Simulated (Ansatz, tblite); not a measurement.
# The cluster Ge₃H₈O₁₀: charged states by level of theory

Aim: the energy of removing and adding an electron for the cluster Ge₃H₈O₁₀, by energy differences, and how well orbital energies stand in for it.

Program: Ansatz 0.2.0, Gaussian basis. Level of theory: as each input shows. These are calculated values, not measurements.

Plan: charge +1 doublet, at the geometry of the singlet (PBE0-D4/def2-SVP, PBE-D4/def2-SVP); charge -1 doublet, at the geometry of the singlet (PBE0-D4/def2-SVP, PBE-D4/def2-SVP); the starting singlet's energies come from earlier runs.

5 further runs of the same task are left out: 3 that didn't finish, 2 set aside as unsound or not needed.

## Step 1: The geometry

The geometry is that of the singlet, from an earlier relaxation (PBE-D4/def2-SVP). At that level it is the lowest of the isomers that a small search found.

21 atoms, charge 0, spin multiplicity 1.

Atoms are counted from 1 here; the program's logs count them from 0.

Bond lengths: Ge1–O6 1.755 Å, Ge1–O7 1.755 Å, Ge1–O9 1.943 Å, Ge1–H17 1.532 Å, Ge2–O4 1.865 Å, Ge2–O8 1.844 Å, Ge2–O12 2.165 Å, Ge2–O13 1.773 Å, Ge2–H19 1.527 Å, Ge3–O5 1.792 Å, Ge3–O9 2.112 Å, Ge3–O10 1.878 Å, Ge3–O11 1.651 Å, O4–O8 1.568 Å, O5–H18 1.008 Å, O6–H20 1.000 Å, O7–H16 1.009 Å, O9–H14 0.983 Å and more. Angles: O6–Ge1–O7 119.8°, O6–Ge1–O9 104.2°, O6–Ge1–H17 112.8°, O7–Ge1–O9 99.7°, O7–Ge1–H17 111.9°, O9–Ge1–H17 106.2°, O4–Ge2–O8 50.0°, O4–Ge2–O12 89.7°, O4–Ge2–O13 117.0°, O4–Ge2–H19 122.9°, O8–Ge2–O12 139.7°, O8–Ge2–O13 108.9°, O8–Ge2–H19 114.2°, O12–Ge2–O13 86.9°, O12–Ge2–H19 86.4°, O13–Ge2–H19 119.6°, O5–Ge3–O9 95.8°, O5–Ge3–O10 109.2° and more.

As a file:

```mol
Ge3H8O10
  3D, bonds by distance, orders not assigned

 21 21  0  0  0  0  0  0  0  0999 V2000
   -1.9684    1.1248    0.7239 Ge  0  0
    0.9554   -1.8782   -1.4523 Ge  0  0
    1.4905    1.2744    1.1384 Ge  0  0
   -0.0074   -1.7604    0.1406 O   0  0
    0.7509   -0.1180    1.9902 O   0  0
   -1.7475    0.8365    2.4411 O   0  0
   -2.0824   -0.2339   -0.3814 O   0  0
    0.1777   -3.2062   -0.4368 O   0  0
   -0.2727    1.8769    0.1444 O   0  0
    2.1903    0.6938   -0.5046 O   0  0
    2.0990    2.6529    1.8132 O   0  0
    1.1727    0.2759   -1.4687 O   0  0
    0.0418   -1.7007   -2.9612 O   0  0
   -0.2040    2.8551    0.2123 H   0  0
   -0.7582   -2.2610   -2.9066 H   0  0
   -1.4592   -0.9854   -0.1272 H   0  0
   -3.0313    2.1894    0.4319 H   0  0
    0.6489   -0.9405    1.4159 H   0  0
    2.4808   -1.9356   -1.4971 H   0  0
   -0.8716    0.3679    2.5578 H   0  0
    0.3947    0.8725   -1.2737 H   0  0
  1  6  8  0
  1  7  8  0
  1  9  8  0
  1 17  8  0
  2  4  8  0
  2  8  8  0
  2 12  8  0
  2 13  8  0
  2 19  8  0
  3  5  8  0
  3  9  8  0
  3 10  8  0
  3 11  8  0
  4  8  8  0
  5 18  8  0
  6 20  8  0
  7 16  8  0
  9 14  8  0
 10 12  8  0
 12 21  8  0
 13 15  8  0
M  END
```

## Step 2: Charge +1 doublet at the fixed geometry, PBE0-D4/def2-SVP

in.yaml reads:

```yaml
crystal:
  periodic: [false, false, false]
  atoms:
    - {symbol: Ge, position_ang: [-1.968407, 1.124797, 0.723922]}
    - {symbol: Ge, position_ang: [0.955360, -1.878194, -1.452307]}
    - {symbol: Ge, position_ang: [1.490539, 1.274433, 1.138421]}
    - {symbol: O, position_ang: [-0.007441, -1.760388, 0.140551]}
    - {symbol: O, position_ang: [0.750922, -0.118048, 1.990235]}
    - {symbol: O, position_ang: [-1.747452, 0.836503, 2.441060]}
    - {symbol: O, position_ang: [-2.082386, -0.233948, -0.381395]}
    - {symbol: O, position_ang: [0.177718, -3.206250, -0.436780]}
    - {symbol: O, position_ang: [-0.272684, 1.876925, 0.144433]}
    - {symbol: O, position_ang: [2.190279, 0.693764, -0.504644]}
    - {symbol: O, position_ang: [2.098988, 2.652851, 1.813159]}
    - {symbol: O, position_ang: [1.172737, 0.275902, -1.468679]}
    - {symbol: O, position_ang: [0.041804, -1.700740, -2.961165]}
    - {symbol: H, position_ang: [-0.204023, 2.855097, 0.212259]}
    - {symbol: H, position_ang: [-0.758218, -2.260958, -2.906559]}
    - {symbol: H, position_ang: [-1.459223, -0.985447, -0.127246]}
    - {symbol: H, position_ang: [-3.031287, 2.189378, 0.431894]}
    - {symbol: H, position_ang: [0.648944, -0.940514, 1.415850]}
    - {symbol: H, position_ang: [2.480807, -1.935610, -1.497102]}
    - {symbol: H, position_ang: [-0.871630, 0.367899, 2.557796]}
    - {symbol: H, position_ang: [0.394650, 0.872548, -1.273714]}
basis:
  gaussian: {orbitals: def2-SVP}
total_charge: 1
magnetization: {spin_polarized: true, initial_magnetization: 1}
hamiltonian: {xc: pbe0, dispersion: d4}
scf: {omitted_lower_state_checks: [starts]}
output: {orbitals: {seedname: orbitals}}
```

Started as:

```sh
ansatz run in.yaml --threads 4 --pin off --events-out ev --progress --plain --max-ram 6963MiB
```

The log of the run:

```text
Functional definition: PBE0
  name "PBE0"
  cite "Adamo & Barone, J. Chem. Phys. 110, 6158 (1999) doi:10.1063/1.478522"
  cite "Perdew, Burke & Ernzerhof, Phys. Rev. Lett. 77, 3865 (1996) doi:10.1103/PhysRevLett.77.3865"
  parent pbe
  parameter a = 0.25
  parameter kappa = 0.804
  parameter beta = 0.06672455060314922
  exchange = (1 - a)*pbe_x(kappa = kappa, mu = beta*pi^2/3) + a*exact_x
  correlation = pbe_c(beta = beta)
these checks for a lower state are left out or cut short: starts
2630 factors; integrals over basis functions are off by at most 1.5e-3 eV
mean field evaluation 1: about -190031.9744 eV, gradient 9.3e1 eV
mean field evaluation 2: about -189692.7815 eV, gradient 2.1e2 eV
mean field evaluation 4: about -190056.9859 eV, gradient 3.5e1 eV
mean field evaluation 8: about -190057.6563 eV, gradient 3.3e1 eV
mean field evaluation 16: about -190063.8305 eV, gradient 3.0e-1 eV
mean field -190063.83224911 eV, -6984.7170052624 hartree, gradient 8.9e-6 eV, S^2 0.761333; 0 other end points of the search recorded, 0 dependent functions left out
reference -190063.83228391 eV, -6984.7170065412 hartree; 92, 91 occupied and 184, 185 virtual orbitals, 2630 factors
Total energy: -190064.49459219 eV, -6984.7413459215 hartree
Checks for a lower state left out: starts
```

It took 99 s on 4 threads of Intel Xeon at 2.50GHz, shared host; peak memory 2.2 GiB.

Report: HOMO -12.07 eV, LUMO -11.30 eV (over both spins); ⟨S²⟩ 0.761 (pure: 0.75).

## Step 3: Charge +1 doublet at the fixed geometry, PBE-D4/def2-SVP

start.molden holds the orbitals of an earlier run on this state, given as this run's starting guess.

Edit in.yaml of step 2 so:

```diff
@@ -25,6 +25,6 @@
 basis:
-  gaussian: {orbitals: def2-SVP}
+  gaussian: {orbitals: def2-SVP, initial_orbitals: start.molden}
 total_charge: 1
 magnetization: {spin_polarized: true, initial_magnetization: 1}
-hamiltonian: {xc: pbe0, dispersion: d4}
+hamiltonian: {xc: pbe, dispersion: d4}
 scf: {omitted_lower_state_checks: [starts]}
```

Same command.

The log of the run:

```text
Functional definition: PBE
  name "PBE"
  cite "Perdew, Burke & Ernzerhof, Phys. Rev. Lett. 77, 3865 (1996) doi:10.1103/PhysRevLett.77.3865"
  parent pbe
  parameter kappa = 0.804
  parameter beta = 0.06672455060314922
  exchange = pbe_x(kappa = kappa, mu = beta*pi^2/3)
  correlation = pbe_c(beta = beta)
these checks for a lower state are left out or cut short: starts
2947 factors; their error is unknown
mean field evaluation 1: about -190061.3689 eV, gradient 9.5e0 eV
mean field evaluation 2: about -190061.8980 eV, gradient 5.8e-1 eV
mean field evaluation 4: about -190061.9149 eV, gradient 1.0e0 eV
mean field evaluation 8: about -190061.7636 eV, gradient 1.1e-2 eV
mean field evaluation 16: about -190061.7636 eV, gradient 7.6e-4 eV
mean field -190061.76356015 eV, -6984.6409823452 hartree, gradient 2.6e-6 eV, S^2 0.753392; 0 other end points of the search recorded, 0 dependent functions left out
reference -190061.76360660 eV, -6984.6409840522 hartree; 92, 91 occupied and 184, 185 virtual orbitals, 2947 factors
Total energy: -190062.52128355 eV, -6984.6688281665 hartree
Checks for a lower state left out: starts
```

Run time: 36 s. Hardware: 4 threads of Intel Xeon at 2.50GHz, shared host; peak memory 0.8 GiB.

From the report: HOMO -11.42 eV, LUMO -11.37 eV (over both spins); ⟨S²⟩ 0.753 (pure: 0.75).

## Step 4: Vertical ionisation energy

Charged state less starting state, singlet to doublet; the starting state's energies are those of its earlier runs.

| level | vertical ionisation energy (eV) | time |
| --- | --- | --- |
| PBE-D4/def2-SVP | +8.83 | 48 s |
| PBE0-D4/def2-SVP | +9.61 | 2.1 min |

Times add the two runs; a level without a time comes out of a correlated run.

Beside −ε(HOMO) of the starting state:

| level | −ε(HOMO) (eV) | by difference (eV) | mismatch (eV) |
| --- | --- | --- | --- |
| PBE-D4/def2-SVP | 6.14 | 8.83 | -2.69 |
| PBE0-D4/def2-SVP | 7.80 | 9.61 | -1.80 |

## Step 5: Charge -1 doublet at the fixed geometry, PBE0-D4/def2-SVP

Edit in.yaml of step 3 so:

```diff
@@ -25,6 +25,6 @@
 basis:
-  gaussian: {orbitals: def2-SVP, initial_orbitals: start.molden}
-total_charge: 1
+  gaussian: {orbitals: def2-SVP}
+total_charge: -1
 magnetization: {spin_polarized: true, initial_magnetization: 1}
-hamiltonian: {xc: pbe, dispersion: d4}
+hamiltonian: {xc: pbe0, dispersion: d4}
 scf: {omitted_lower_state_checks: [starts]}
```

The command is unchanged.

The log of the run:

```text
Functional definition: PBE0
  name "PBE0"
  cite "Adamo & Barone, J. Chem. Phys. 110, 6158 (1999) doi:10.1063/1.478522"
  cite "Perdew, Burke & Ernzerhof, Phys. Rev. Lett. 77, 3865 (1996) doi:10.1103/PhysRevLett.77.3865"
  parent pbe
  parameter a = 0.25
  parameter kappa = 0.804
  parameter beta = 0.06672455060314922
  exchange = (1 - a)*pbe_x(kappa = kappa, mu = beta*pi^2/3) + a*exact_x
  correlation = pbe_c(beta = beta)
these checks for a lower state are left out or cut short: starts
2630 factors; integrals over basis functions are off by at most 1.5e-3 eV
mean field evaluation 1: about -190049.9494 eV, gradient 7.9e1 eV
mean field evaluation 2: about -189856.0557 eV, gradient 2.0e2 eV
mean field evaluation 4: about -190072.7321 eV, gradient 1.0e1 eV
mean field evaluation 8: about -190073.2004 eV, gradient 3.9e0 eV
mean field evaluation 16: about -190073.5829 eV, gradient 1.1e-1 eV
mean field evaluation 32: about -190073.5831 eV, gradient 3.2e-4 eV
mean field -190073.58309311 eV, -6985.0753421699 hartree, gradient 3.1e-5 eV, S^2 0.755185; 0 other end points of the search recorded, 0 dependent functions left out
reference -190073.58313198 eV, -6985.0753435983 hartree; 93, 92 occupied and 183, 184 virtual orbitals, 2630 factors
Total energy: -190074.30790119 eV, -6985.1019783755 hartree
Checks for a lower state left out: starts
```

Wall time 72 s (4 threads of Intel Xeon at 2.50GHz, shared host); peak memory 2.2 GiB.

From the report: HOMO 1.41 eV, LUMO 2.71 eV (over both spins); ⟨S²⟩ 0.755 (pure: 0.75). Doubts: highest occupied level lies above zero.

## Step 6: Charge -1 doublet at the fixed geometry, PBE-D4/def2-SVP

Edit in.yaml of step 5 so:

```diff
@@ -25,6 +25,6 @@
 basis:
-  gaussian: {orbitals: def2-SVP}
+  gaussian: {orbitals: def2-SVP, initial_orbitals: start.molden}
 total_charge: -1
 magnetization: {spin_polarized: true, initial_magnetization: 1}
-hamiltonian: {xc: pbe0, dispersion: d4}
+hamiltonian: {xc: pbe, dispersion: d4}
 scf: {omitted_lower_state_checks: [starts]}
```

Launched as before.

The log of the run:

```text
Functional definition: PBE
  name "PBE"
  cite "Perdew, Burke & Ernzerhof, Phys. Rev. Lett. 77, 3865 (1996) doi:10.1103/PhysRevLett.77.3865"
  parent pbe
  parameter kappa = 0.804
  parameter beta = 0.06672455060314922
  exchange = pbe_x(kappa = kappa, mu = beta*pi^2/3)
  correlation = pbe_c(beta = beta)
these checks for a lower state are left out or cut short: starts
2947 factors; their error is unknown
mean field evaluation 1: about -190070.8014 eV, gradient 9.3e0 eV
mean field evaluation 2: about -190071.2468 eV, gradient 5.2e-1 eV
mean field evaluation 4: about -190071.0991 eV, gradient 8.7e-2 eV
mean field evaluation 8: about -190071.0991 eV, gradient 2.4e-5 eV
mean field -190071.09909474 eV, -6984.9840569134 hartree, gradient 2.4e-5 eV, S^2 0.751292; 0 other end points of the search recorded, 0 dependent functions left out
reference -190071.09914687 eV, -6984.9840588294 hartree; 93, 92 occupied and 183, 184 virtual orbitals, 2947 factors
Total energy: -190071.92828326 eV, -6985.0145290295 hartree
Checks for a lower state left out: starts
```

Run time: 23 s. Hardware: 4 threads of Intel Xeon at 2.50GHz, shared host; peak memory 0.77 GiB.

From the report: HOMO 1.73 eV, LUMO 1.96 eV (over both spins); ⟨S²⟩ 0.751 (pure: 0.75). Doubts: highest occupied level lies above zero.

## Step 7: Vertical electron affinity

Starting state less charged state (positive: the electron is bound), singlet to doublet; the starting state's energies are those of its earlier runs.

| level | vertical electron affinity (eV) | time |
| --- | --- | --- |
| PBE-D4/def2-SVP | +0.58 | 35 s |
| PBE0-D4/def2-SVP | +0.21 | 100 s |

Times add the two runs; a level without a time comes out of a correlated run.

Beside −ε(LUMO) of the starting state:

| level | −ε(LUMO) (eV) | by difference (eV) | mismatch (eV) |
| --- | --- | --- | --- |
| PBE-D4/def2-SVP | 2.95 | 0.58 | +2.37 |
| PBE0-D4/def2-SVP | 1.82 | 0.21 | +1.61 |

## Step 8: Results

| quantity | value |
| --- | --- |
| vertical ionisation energy, functionals in def2-SVP | 8.83 (PBE-D4) to 9.61 eV (PBE0-D4) |
| vertical electron affinity, functionals in def2-SVP | 0.21 (PBE0-D4) to 0.58 eV (PBE-D4) |

The vertical ionisation energy spans 8.83 to 9.61 eV over the functionals. −ε(HOMO) misses the level's own difference by -1.80 eV at best (PBE0-D4) and -2.69 eV at worst (PBE-D4). The vertical electron affinity spans 0.21 to 0.58 eV over the functionals. The anion's highest level lies above zero where self-interaction lifts it, so diffuse functions weigh on these values. −ε(LUMO) misses the level's own difference by +1.61 eV at best (PBE0-D4) and +2.37 eV at worst (PBE-D4).

The anion's highest level is positive in at least one run, so there the basis alone may hold the extra electron.
